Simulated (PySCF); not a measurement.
# RuOCl: structure of the doublet

Aim: relax RuOCl as a doublet from a bent start, check by its vibrations whether the end is a minimum, and collect its spectrum and constants.

The runs use PySCF 2.14.0; PBE0, basis Ru def2-TZVP with ECP28, O def2-TZVP, Cl def2-TZVP, scalar-relativistic core potentials, no spin–orbit coupling, density fitting.

**1. Starting geometry**

3 atoms, charge 0, spin multiplicity 2.

Bond lengths: Ru1–O2 1.710 Å, Ru1–Cl3 2.240 Å. Angles: O2–Ru1–Cl3 110.0°.

Coordinates in bohr (charge 0 multiplicity 2):
```
Ru    0.0000    0.0000    0.0000
O    -2.6469    0.0000    1.8534
Cl    3.4675    0.0000    2.4279
```

**2. Finding the electronic state**

One driver script runs all steps and calls PySCF; scf.py shows how it sets up the SCF of each step. The optimiser is the driver's own. After this first run the driver tries any further starts and a stability analysis.

scf.py reads:

```python
from pyscf import gto, scf, dft
mol = gto.M(atom='''
Ru     0.000000     0.000000     0.000000
O     -1.400700     0.000000     0.980800
Cl     1.834900     0.000000     1.284800''',
    basis={'Ru': 'def2-TZVP', 'O': 'def2-TZVP', 'Cl': 'def2-TZVP'},
    ecp={'Ru': 'def2-TZVP'},
    charge=0, spin=1)
mf = dft.UKS(mol, xc='PBE0')
mf.grids.atom_grid = (50, 194)
aux = {'Ru': 'def2-universal-JKFIT', 'O': 'def2-universal-JKFIT', 'Cl': 'def2-universal-JKFIT'}
mf = mf.density_fit(auxbasis=aux)
mf.conv_tol = 1e-08
mf.diis_space = 10
mf.max_cycle = 60
mf.init_guess = 'minao'
mf.verbose = 4
mf.kernel()
```

Run with:

```sh
$ OMP_NUM_THREADS=4 python axn.py task.json out
```

After this run come: Relaxation: bent start, doublet; Hessian and properties.

What does the calculation give? Wanted: minimum; geometry; wavenumbers; dipole moment; highest occupied, lowest empty level; polar-tensor charge of Ru1; zero-point energy; atomisation energy; ⟨S²⟩.

As calculated:

| quantity | value |
| --- | --- |
| minimum | doublet, Cs |
| geometry | Ru–Cl 2.194 Å, Ru–O 1.619 Å; Cl–Ru–O 139.0° |
| wavenumbers (cm⁻¹) | 140 (a'), 411 (a'), 1038 (a') |
| dipole moment | 1.43 D |
| highest occupied, lowest empty level (either spin) | -7.10, -3.87 eV |
| polar-tensor charge of Ru1 | +1.27 e |
| zero-point energy | 9.5 kJ/mol |
| entropy at 298.15 K | 295.2 J/(mol K) |
| atomisation energy (no zero-point energy) | 786 kJ/mol |
| ⟨S²⟩ | 1.114 |

The bent start keeps its Cs symmetry and ends in a minimum. The determinant is spin-contaminated (⟨S²⟩ = 1.11 against 0.75), so it is no pure spin state. The strongest infrared band lies at 1038 cm⁻¹ (a', stretch). Most of the spin sits on Ru1 (Mulliken spin 0.85, against 1 for the whole molecule). The first SCF alone would have been 38 kJ/mol too high. Other starts or spin states, not run here, may lie lower. Open d and f shells are described by one determinant, and the ground state may have another occupation or spin.
